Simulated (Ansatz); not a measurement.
# CdOs2: the cost of one run

Program: Ansatz 0.2.0. Level of theory: DFT PBE, scalar-relativistic, plane waves, PAW. These are calculated values, not measurements.

## 1. Starting point

It takes space group I4/mmm (No. 139, tetragonal). The conventional cell has a = 3.411 Å, b = 3.411 Å, c = 8.368 Å, α = 90.00°, β = 90.00°, γ = 90.00°. Around Cd (site symmetry 4/mmm) lie 10 Os at 2.78 to 2.80 Å. Around Os (site symmetry 4mm) lie 5 Os at 2.76 to 2.80 Å and 5 Cd at 2.78 to 2.80 Å.

Coordinates:

```
Cd Os
1.0
    -1.70567    1.70567    4.18423
     1.70567   -1.70567    4.18423
     1.70567    1.70567   -4.18423
Cd Os
1 2
Direct
  0.00000 0.00000 0.00000
  0.66500 0.66500 0.00000
  0.33500 0.33500 0.00000
```

(A quick probe on a coarse mesh, which set the mesh and smearing, is not shown.)

## 3. Rough relaxation on the coarse mesh

Contents of input.yaml:

```yaml
crystal:
  lattice:
    - [-1.7056721284, 1.7056721284, 4.18422694]
    - [1.7056721284, -1.7056721284, 4.18422694]
    - [1.7056721284, 1.7056721284, -4.18422694]
  atoms:
    - { symbol: Cd, position: [0.0, 0.0, 0.0] }
    - { symbol: Os, position: [0.665, 0.665, 0.0] }
    - { symbol: Os, position: [0.335, 0.335, 0.0] }
basis:
  ecutwfc: 420
kpoints:
  mp_grid: { grid: [8, 8, 8] }
hamiltonian:
  xc: pbe
scf:
  occupations: { method: gaussian, width: 0.1 }
  lower_state_search: "off"
output:
  forces: true
  stress: true
  eigenvalues: true
relax:
  adjacent_minimum: "off"
  f_tol: 0.04
  max_steps: 70
  cell: { stress_tol: 0.4 }
```

The run is started by

```console
ansatz run input.yaml --threads 1 --pin off --max-ram 2560MiB --backend cpu --events-out ev --progress --plain --runs-dir out
```

Q: Estimate wall time and peak memory on 1 thread of Intel Xeon 6975P-C (Granite Rapids), shared host.

About 66 s, with a peak of 0.42 GiB.
